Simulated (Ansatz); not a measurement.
This was printed by a script on Ansatz 0.2.0 through its Python package, for harmonic frequencies at the relaxed geometry of C2H5NOSi, SMILES O[SiH]1C=NC1. What did the script look like? Use (for the species named): B3LYP, cc-pVDZ basis, multiplicity 1, D4 dispersion.

`c2h5nosi.xyz`
```text
10

O    -1.37800   -0.37370    1.49930
Si    0.07710   -0.27380    0.79510
C     0.26050   -1.06440   -0.81280
N     0.51080   -0.00220   -1.54080
C     0.37940    1.03130   -0.50070
H    -2.17000   -0.14490    0.88420
H     1.18870   -0.48000    1.79970
H     0.33250   -2.09390   -1.13900
H    -0.43860    1.75960   -0.60760
H     1.32060    1.59070   -0.37440
```

```console
$ python c2h5nosi_freq.py
bond        before    after (A)
O0-Si1       1.6196   1.6861
O0-H5        1.0286   0.9673
Si1-C2       1.8011   1.8981
Si1-C4       1.8638   1.9200
Si1-H6       1.5124   1.4936
C2-N3        1.3118   1.2939
C2-H7        1.0823   1.0997
N3-C4        1.4721   1.5021
C4-H8        1.1004   1.1025
C4-H9        1.1022   1.1026
frequencies (1/cm): 134 217 330 369 502 624 704 737 802 818 878 904 914 940 1127 1169 1265 1419 1594 2207 3047 3093 3109 3822
imaginary modes: 0  zero-point energy: 1.9046 eV
H(298 K) - E = 2.0873 eV
S(298 K, 1 bar) = 314.3 J/(mol K) with symmetry number 1
```

The script that was run (others could print the same):

Script `c2h5nosi_freq.py`:
```python
import ansatz
from ase import Atoms
from ase.thermochemistry import IdealGasThermo
import numpy as np

geometry = ansatz.Crystal.molecule_from_extxyz('c2h5nosi.xyz')

model = geometry.calculation()
model = model.basis(gaussian='cc-pVDZ').functional('b3lyp', dispersion='d4')
symbols = [site.symbol for site in geometry.cartesian_sites]
start = np.array([site.position_ang for site in geometry.cartesian_sites], dtype=float)
report = model.relax(force_tolerance=0.003).run(threads=1, backend='cpu').report
end = np.array(report['positions_ang'])

print('bond        before    after (A)')
for i, j in [(0, 1), (0, 5), (1, 2), (1, 4), (1, 6), (2, 3), (2, 7), (3, 4), (4, 8), (4, 9)]:
    d0, d1 = (np.linalg.norm(xyz[i] - xyz[j]) for xyz in (start, end))
    print(f'{symbols[i]}{i}-{symbols[j]}{j}'.ljust(10), f'{d0:8.4f} {d1:8.4f}')

minimum = ansatz.Crystal.molecule()
for symbol, xyz in zip(symbols, end):
    minimum = minimum.atom(symbol, xyz.tolist())
vibrating = minimum.calculation()
vibrating = vibrating.basis(gaussian='cc-pVDZ')
vibrating = vibrating.functional('b3lyp', dispersion='d4')
vibrating = vibrating.phonons(temperatures=(298.15, 498.15, 100))
vib = vibrating.run(threads=1, backend='cpu').report['vibrations']
sums = vib['harmonic_sums']
modes = [m['omega_inv_cm'] for m in sums['modes_at_gamma'] if m['rigid_motion'] == 'no']
print('frequencies (1/cm):', ' '.join(f'{w:.0f}' for w in modes))
print('imaginary modes:', sum(w < 0 for w in modes), ' zero-point energy:', round(sums['zero_point_energy_ev'], 4), 'eV')
gas = IdealGasThermo(vib_energies=[w / 8065.544 for w in modes if w > 0], geometry='linear' if len(modes) == 3 * len(symbols) - 5 else 'nonlinear',
                     atoms=Atoms(symbols, positions=end), symmetrynumber=1, spin=0.0)
print(f'H(298 K) - E = {gas.get_enthalpy(298.15, verbose=False):.4f} eV')
print(f'S(298 K, 1 bar) = {96485.33 * gas.get_entropy(298.15, 1e5, verbose=False):.1f} J/(mol K) with symmetry number 1')
```

Caveats:
- The frequencies are harmonic and unscaled, in a modest basis. The result belongs to the one conformer reached from this start, and soft torsions count as harmonic oscillators.
- b3lyp holds the VWN-RPA fit, as in Gaussian; the form of ORCA and Turbomole is b3lyp5.
- The entropy takes a symmetry number of 1; a symmetric molecule's is lower by R ln(sigma).
- Run time: 4.3 min on 1 thread of Arm Neoverse V2 (shared host), peak memory 0.33 GiB.

(Lines on the test bed's own set-up are left out of the output.)
